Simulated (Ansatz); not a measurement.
# LiIn (database structure): how the settings move a single-point run

Aim: see which settings change the result for LiIn (database structure), by how much, and at what cost.

Program: Ansatz 0.2.0. Level of theory: reference: DFT r2SCAN, plane waves, PAW, scalar-relativistic, no spin polarisation. These are calculated values, not measurements.

1 further run of the same task is left out (set aside as unsound or not needed).

## 1. The starting structure

It takes space group Fd-3m (No. 227, cubic). Conventional cell: a = 6.823 Å, b = 6.823 Å, c = 6.823 Å, α = 90.00°, β = 90.00°, γ = 90.00°. Around In (site symmetry -43m) lie 4 In at 2.95 Å and 4 Li at 2.95 Å. Li (site symmetry -43m) has 4 In at 2.95 Å and 4 Li at 2.95 Å as nearest neighbours.

As a file:

```cif
data_structure
_symmetry_space_group_name_H-M 'Fd-3m:1'
_symmetry_Int_Tables_number 227
_cell_length_a 6.8231
_cell_length_b 6.8231
_cell_length_c 6.8231
_cell_angle_alpha 90.000
_cell_angle_beta 90.000
_cell_angle_gamma 90.000
_cell_volume 317.65
loop_
_atom_site_label
_atom_site_type_symbol
_atom_site_symmetry_multiplicity
_atom_site_Wyckoff_symbol
_atom_site_fract_x
_atom_site_fract_y
_atom_site_fract_z
_atom_site_occupancy
In1 In 8 b 0.00000 0.00000 0.50000 1
Li1 Li 8 a 0.50000 0.00000 0.50000 1
```

## 2. Baseline

File input.yaml:

```yaml
crystal:
  lattice:
    - [0.0, 3.411545, 3.411545]
    - [3.411545, 0.0, 3.411545]
    - [3.411545, 3.411545, 0.0]
  atoms:
    - { symbol: In, position: [0.0, 0.0, 0.0] }
    - { symbol: In, position: [0.25, 0.25, 0.25] }
    - { symbol: Li, position: [0.5, 0.5, 0.5] }
    - { symbol: Li, position: [0.75, 0.75, 0.75] }
  symmetry: { tolerance: 0.0003 }
kpoints:
  mp_grid: { grid: [5, 5, 5], shift: [0, 0, 0] }
magnetization:
  spin_polarized: false
scf:
  occupations: { method: fermi_dirac, width: 0.111 }
hamiltonian:
  pseudopotentials: { kind: paw }
  xc: r2scan
basis:
  ecutwfc: 500
output:
  forces: true
  stress: true
  eigenvalues: true
```

The run is started by

```bash
$ ansatz run input.yaml --threads 1 --pin off --max-ram 2560MiB --backend cpu --events-out ev --progress --plain --runs-dir out
```

## 3. Changed: occupations.method gaussian, occupations.width 0.3

Edit input.yaml of step 2 so:

```diff
@@ -16,3 +16,3 @@
 scf:
-  occupations: { method: fermi_dirac, width: 0.111 }
+  occupations: { method: gaussian, width: 0.3 }
 hamiltonian:
```

## 4. Changed: symmetry.detect false, ecutrho_ratio 8, tolerance left out

Edit input.yaml of step 2 so:

```diff
@@ -10,3 +10,3 @@
     - { symbol: Li, position: [0.75, 0.75, 0.75] }
-  symmetry: { tolerance: 0.0003 }
+  symmetry: { detect: false }
 kpoints:
@@ -22,2 +22,3 @@
   ecutwfc: 500
+  ecutrho_ratio: 8
 output:
```

## 5. Variant: scf.algorithm direct_min

Edit input.yaml of step 2 so:

```diff
@@ -17,2 +17,3 @@
   occupations: { method: fermi_dirac, width: 0.111 }
+  algorithm: direct_min
 hamiltonian:
@@ -26 +27,5 @@
   eigenvalues: true
+  write_density: true
+  write_potential: true
+  elf: true
+  volumetric_format: npy
```

What does the calculation give? Wanted: for each run, ending; energy change; pressure; gap; force.

**Answer**, as computed:

```tsv
run	ending	energy change	pressure (GPa)	gap (eV)	force (eV/Å)	cycles	time
reference	converged	0	-0.2	0.00	0.00	6	4.2 s
1: occupations.method gaussian, occupations.width 0.3	converged	+0.1 meV/atom (σ→0)	-0.2	0.00	0.00	6	4 s
2: symmetry.detect false, ecutrho_ratio 8, tolerance left out	converged	0.0 meV/atom	-0.2	0.00	0.00	6	30 s
3: scf.algorithm direct_min	converged	0.0 meV/atom	-0.2	0.00	0.00	4	8 s
```

Times don't compare one to one where runs were asked for different outputs or read a saved state (see the inputs); cycles may leave out searches for a lower state.

Residual by cycle in the longest SCF loop of each run; runs are numbered as in the table. The quantity is the density residual dr2, in eV.

```tsv
cycle	reference	run 1	run 2	run 3
1	0.0257	0.0253	0.0259	0.025
2	0.00159	0.00155	0.00159	0.0114
3	3.9e-4	4.0e-4	4.1e-4	3.3e-5
4	2.5e-6	2.3e-6	2.7e-6	3.2e-8
5	3.1e-7	2.7e-7	3.5e-7	-
6	7.3e-9	5.5e-9	1.2e-8	-
```

What this shows: No change moves the result by more than the table shows.

Caveats on the reference run: its mesh is coarse for a cell with so small a gap or none.
